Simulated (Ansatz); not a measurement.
# GeH₃− (triplet): the correlation ladder at distance Ge1–H4 = 1.843 Å, aug-cc-pVDZ

The task here is to estimate one member of a computed series from the others.

Program: Ansatz 0.2.0, Gaussian basis. Level of theory: aug-cc-pVDZ, core rule «outside noble gas», up to 14 orbitals frozen. These are calculated values, not measurements.

To be run: UHF; CCSD(T) on ROHF; CCSD(T) on UHF; BCCD(T) on ROHF; CISD; CCSDT(Q) on ROHF; CCSDT(Q) on UHF; CASSCF and MRCISD+Q, 4 electrons in 4 orbitals; CASSCF and NEVPT2, 4 electrons in 4 orbitals.

24 further runs of the same task are left out: 8 for a known fault of the program, 1 for a mislabelled method, 13 that didn't finish, 2 set aside as unsound or not needed.

### The geometry

The geometry derives from a PBE0/def2-TZVPD stationary point (not a proven minimum). One bond is set to the value named and the two fragments are kept rigid. No spin-orbit coupling is included. The filled d shell of Ge may be among the frozen orbitals whatever the setting's name suggests; the logs give the count.

4 atoms, charge -1, spin multiplicity 3.

Atoms are counted from 1 here; the program's logs count them from 0.

Bond lengths: Ge1–H2 1.687 Å, Ge1–H3 1.687 Å, Ge1–H4 1.843 Å. Angles: H2–Ge1–H3 120.0°, H2–Ge1–H4 120.0°, H3–Ge1–H4 120.0°.

Coordinates:

```xyz
4
charge -1, multiplicity 3
Ge    0.0010    0.0018    0.0000
H     1.6869    0.0483   -0.0065
H    -0.8822    1.4386    0.0119
H    -0.8762   -1.6190   -0.0059
```

The first run:

Contents of in.yaml:

```yaml
crystal:
  periodic: [false, false, false]
  atoms:
    - {symbol: Ge, position_ang: [0.000992, 0.001833, 0.000007]}
    - {symbol: H, position_ang: [1.686897, 0.048320, -0.006493]}
    - {symbol: H, position_ang: [-0.882186, 1.438612, 0.011907]}
    - {symbol: H, position_ang: [-0.876194, -1.619018, -0.005894]}
basis:
  gaussian: {orbitals: aug-cc-pVDZ}
total_charge: -1
magnetization: {spin_polarized: true, initial_magnetization: 2}
hamiltonian: {xc: hf}
output: {orbitals: {seedname: orbitals}}
```

Started as:

```
> ansatz run in.yaml --threads 1 --pin off --events-out ev --progress --plain --max-ram 2393MiB
```

Steps of the session up to this table: UHF; CCSD(T) on ROHF; CCSD(T) on UHF; BCCD(T) on ROHF; CISD; CCSDT(Q) on ROHF; CCSDT(Q) on UHF; CASSCF and MRCISD+Q, 4 electrons in 4 orbitals; CASSCF and NEVPT2, 4 electrons in 4 orbitals.

One table of the session follows, with a row left open; its other results are not shown here.

| method | from UCCSDT(Q) (kcal/mol) |
| --- | --- |
| ROHF | +97.58 |
| UHF | +94.57 |
| RMP2 | +22.32 |
| UMP2 | +23.00 |
| CISD | +9.39 |
| RCCSD | ? |
| UCCSD | +3.92 |
| RCCSD(T) | +0.97 |
| UCCSD(T) | +0.89 |
| BCCD(T) | +0.96 |
| RCCSDT | +0.21 |
| UCCSDT | +0.12 |
| RCCSDT(Q) | +0.09 |
| UCCSDT(Q) | 0 |
| CASSCF pair | +86.81 |
| NEVPT2 pair | +21.60 |
| MRCISD pair | +8.25 |
| MRCISD+Q pair | +0.87 |

Q: Estimate the row for RCCSD from the others.

**Answer.** from UCCSDT(Q) (kcal/mol): +4.08. In the column «from UCCSDT(Q) (kcal/mol)» it lies between UCCSD (+3.92) and MRCISD pair (+8.25).

Limits of these values: Restricted and unrestricted rows rest on different reference determinants; where their highest levels disagree by more than a few hundredths of an eV, they describe different states and don't form one ladder.
